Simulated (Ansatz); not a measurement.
**C₂H₈Si₂: how energies converge with the basis set**

An exercise on one series of results from a longer session: the logs are not shown, and one member is left open.

Method: one geometry, several basis sets; program: Ansatz 0.2.0, Gaussian basis.

Levels to be run: PBE0-D4/def2-SVP; ωB97M-V/def2-SVP; PBE0-D4/def2-QZVPP; ωB97M-V/def2-QZVPP; the functionals' def2-TZVPP values are taken from earlier runs.

### The relaxed structure

An earlier PBE0-D4 in a triple-zeta def2 set relaxation fixed the geometry.

SMILES `C=C[SiH2][SiH3]`, 12 atoms, charge 0, spin multiplicity 1.

Atoms are counted from 1 here; the program's logs count them from 0.

Bond lengths: C1–C2 1.330 Å, C1–H5 1.086 Å, C1–H6 1.086 Å, C2–Si3 1.862 Å, C2–H7 1.089 Å, Si3–Si4 2.343 Å, Si3–H8 1.491 Å, Si3–H9 1.489 Å, Si4–H10 1.488 Å, Si4–H11 1.489 Å, Si4–H12 1.489 Å. Angles: C2–C1–H5 121.8°, C2–C1–H6 122.1°, H5–C1–H6 116.1°, C1–C2–Si3 123.5°, C1–C2–H7 118.1°, Si3–C2–H7 118.3°, C2–Si3–Si4 110.6°, C2–Si3–H8 110.5°, C2–Si3–H9 108.8°, Si4–Si3–H8 108.4°, Si4–Si3–H9 109.9°, H8–Si3–H9 108.7°, Si3–Si4–H10 110.4°, Si3–Si4–H11 110.1°, Si3–Si4–H12 111.0°, H10–Si4–H11 108.3°, H10–Si4–H12 108.6°, H11–Si4–H12 108.4°.

The first run:

in.yaml

```yaml
crystal:
  periodic: [false, false, false]
  atoms:
    - {symbol: C, position_ang: [0.261401, 2.320918, -0.165271]}
    - {symbol: C, position_ang: [0.214420, 1.229994, 0.594566]}
    - {symbol: Si, position_ang: [-0.877470, -0.232189, 0.226911]}
    - {symbol: Si, position_ang: [0.416057, -2.109803, -0.312177]}
    - {symbol: H, position_ang: [-0.363304, 2.431221, -1.047218]}
    - {symbol: H, position_ang: [0.923247, 3.152679, 0.059314]}
    - {symbol: H, position_ang: [0.867883, 1.181469, 1.464698]}
    - {symbol: H, position_ang: [-1.718280, -0.565517, 1.411824]}
    - {symbol: H, position_ang: [-1.772578, 0.110723, -0.913125]}
    - {symbol: H, position_ang: [1.217636, -1.851577, -1.539070]}
    - {symbol: H, position_ang: [1.352900, -2.422434, 0.802305]}
    - {symbol: H, position_ang: [-0.445013, -3.300785, -0.548756]}
basis:
  gaussian: {orbitals: def2-SVP}
hamiltonian: {xc: pbe0, dispersion: d4}
output: {orbitals: {seedname: orbitals}}
```

Steps of the session up to this table: PBE0-D4 in def2-SVP; ωB97M-V in def2-SVP; PBE0-D4 in def2-QZVPP; ωB97M-V in def2-QZVPP.

One of the session's tables, all rows but one given; the rest of the session is left out.

It belongs to the step «Density functionals: the series». 

| functional | basis | HOMO (eV) |
| --- | --- | --- |
| PBE0-D4 | def2-SVP | -7.62 |
| PBE0-D4 | def2-TZVPP | ? |
| PBE0-D4 | def2-QZVPP | -7.64 |
| ωB97M-V | def2-SVP | -9.67 |
| ωB97M-V | def2-TZVPP | -9.70 |
| ωB97M-V | def2-QZVPP | -9.70 |

Q: Estimate the row for PBE0-D4, def2-TZVPP from the others.

The run gave: HOMO (eV): -7.63. In the column «HOMO (eV)» it lies between PBE0-D4, def2-QZVPP (-7.64) and PBE0-D4, def2-SVP (-7.62).
